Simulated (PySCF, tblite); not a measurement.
**C3H12OSi3: geometry, infrared bands and NMR shifts**

Wanted: the infrared bands and NMR shifts of C3H12OSi3 (`C[C@H]1C[SiH2]O[SiH2][SiH2]1`), by calculation.

Programs: tblite 0.8.0 and PySCF 2.14.0, with density-fitted response routines of our own. Each step states its level of theory. These are calculated values for one molecule in the gas phase, unless marked as measured. Atoms are numbered from 0 throughout.

### Step 1. The starting structure

19 atoms, charge 0, multiplicity 1; geometry from: force field or distance geometry start.

Bonds of the start (Å): C0–C1 1.53, C1–C2 1.46, C2–Si3 1.81, Si3–O4 1.68, O4–Si5 1.72, Si5–Si6 2.24, Si6–C1 1.83, C0–H7 1.10, C0–H8 1.10, C0–H9 1.12, C1–H10 1.12, C2–H11 1.13, C2–H12 1.14, Si3–H13 1.47, Si3–H14 1.49, Si5–H15 1.46, Si5–H16 1.47, Si6–H17 1.46, Si6–H18 1.48.

### Step 2. Optimising the geometry with GFN2-xTB

What the job is given:

```
{"job": {"kind": "relax", "xc": "GFN2-xTB", "basis": "xTB"}, "charge": 0, "multiplicity": 1}
C     -1.157400    -1.568700     0.451900
C     -0.592400    -0.743700    -0.707400
C     -1.155500     0.601400    -0.617900
Si    -0.278000     1.957000     0.190000
O      1.392900     2.047400     0.022600
Si     2.047000     0.604600     0.693800
Si     1.221300    -0.950300    -0.692400
H     -0.403500    -2.269900     0.837200
H     -1.516800    -0.859200     1.218100
H     -2.034700    -2.131200     0.051000
H     -0.988100    -1.237200    -1.626700
H     -1.456800     0.919000    -1.654400
H     -2.156100     0.491900    -0.086200
H     -0.823600     3.237700    -0.289000
H     -0.576600     1.923700     1.647500
H      3.507200     0.614200     0.733500
H      1.511100     0.371900     2.044400
H      1.785000    -0.721900    -2.015400
H      1.665400    -2.277300    -0.208300
```

The run is started by

```console
$ OMP_NUM_THREADS=1 python probes_run.py task.json out
```

The driver reads the jobs from task.json and runs them one after another.

**Question.** This job is followed by: GFN2-xTB harmonic vibrations, gas phase; GIAO PBE0/pcSseg-1 NMR shielding, non-relativistic, gas phase. Predict these results of the whole session: strongest single infrared mode (GFN2-xTB); zero-point energy (GFN2-xTB); 13C shifts against TMS (PBE0/pcSseg-1); 1H shifts against TMS (PBE0/pcSseg-1, means over atoms taken as alike); 29Si shifts against TMS (PBE0/pcSseg-1); 17O shifts against H2O (PBE0/pcSseg-1); surface potential, 1st and 99th percentile.

The runs gave:

| quantity | value |
| --- | --- |
| strongest single infrared mode (GFN2-xTB) | 2185 cm⁻¹, 585 km/mol |
| zero-point energy (GFN2-xTB) | 85.7 kcal/mol |
| 13C shifts against TMS (PBE0/pcSseg-1) | 22.5, 20.5, 17.5 ppm |
| 1H shifts against TMS (PBE0/pcSseg-1, means over atoms taken as alike) | 5.85, 5.70, 5.28, 5.03, 4.02, 3.60, 2.00, 1.51, 1.51, 0.72 ppm |
| 29Si shifts against TMS (PBE0/pcSseg-1) | -25.8, -27.4, -79.2 ppm |
| 17O shifts against H2O (PBE0/pcSseg-1) | -0.8 ppm |
| surface potential, 1st and 99th percentile | -1.01 V and 1.27 V |

What this shows: Relaxing lowered the energy by 1.494 eV in 98 steps; the close pair that moved most is C2–Si3, from 1.806 to 1.908 Å. No mode is imaginary among the 51: a minimum at this level. The strongest single mode, at 2185 cm⁻¹, moves mainly H16. GFN2-xTB is a fitted tight-binding method: band positions and strengths are rough. Its intensities can rank the bands wrongly. At PBE0/pcSseg-1: Shielding is most anisotropic at O4 (span 158 ppm, paramagnetic term -65 ppm). At PBE0/pcSseg-1, counted by nearest atom on the grid, the HOMO lies on Si6 17 %; O4 16 %, the LUMO on Si5 20 %; Si6 13 %.
